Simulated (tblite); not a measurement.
# C4H9F3Si2: the cost of one run

The runs use tblite 0.8.0 and PySCF 2.14.0, with density-fitted response routines of our own; the level of theory stands in each step. All values are computed, except where a source is named. Atoms are numbered from 0 throughout.

**1. The molecule as given**

18 atoms, charge 0, multiplicity 1; geometry from: force field or distance geometry start.

Bonds of the start (Å): C0–Si1 1.81, Si1–C2 1.90, C2–Si3 1.91, Si3–C4 1.82, C4–F5 1.36, C4–F6 1.36, C4–F7 1.35, Si3–C8 1.90, C8–Si1 1.88, C0–H9 1.10, C0–H10 1.10, C0–H11 1.10, Si1–H12 1.50, C2–H13 1.08, C2–H14 1.09, Si3–H15 1.47, C8–H16 1.10, C8–H17 1.10.

**2. Geometry optimisation with GFN2-xTB**

What the job is given:

```
{"job": {"kind": "relax", "xc": "GFN2-xTB", "basis": "xTB"}, "charge": 0, "multiplicity": 1}
C     -2.708100    -0.349500     0.569900
Si    -0.926700    -0.057300     0.733200
C      0.103900    -1.362300    -0.179300
Si     1.169200     0.085900    -0.831000
C      2.644700     0.403900     0.183200
F      3.245400     1.563500    -0.189700
F      3.569100    -0.576800     0.041900
F      2.369400     0.512000     1.502000
C     -0.286800     1.244300    -0.464500
H     -3.042400    -1.230700     1.136500
H     -3.298300     0.502500     0.942100
H     -3.008600    -0.505900    -0.472000
H     -0.457500     0.159900     2.140600
H      0.624500    -2.080200     0.443600
H     -0.454600    -1.863400    -0.975000
H      1.400300    -0.045300    -2.278300
H     -0.013800     2.207400    -0.015600
H     -0.938400     1.398400    -1.332700
```

The run is started by

```sh
$ OMP_NUM_THREADS=1 python probes_run.py task.json out
```

One launch serves the whole session: the jobs run in the order shown.

**Question.** How long does this first job take on 1 thread of Intel Xeon at 2.50GHz, shared host, and how much memory does it need?

About 2.8 s, with a peak of 0.18 GiB.
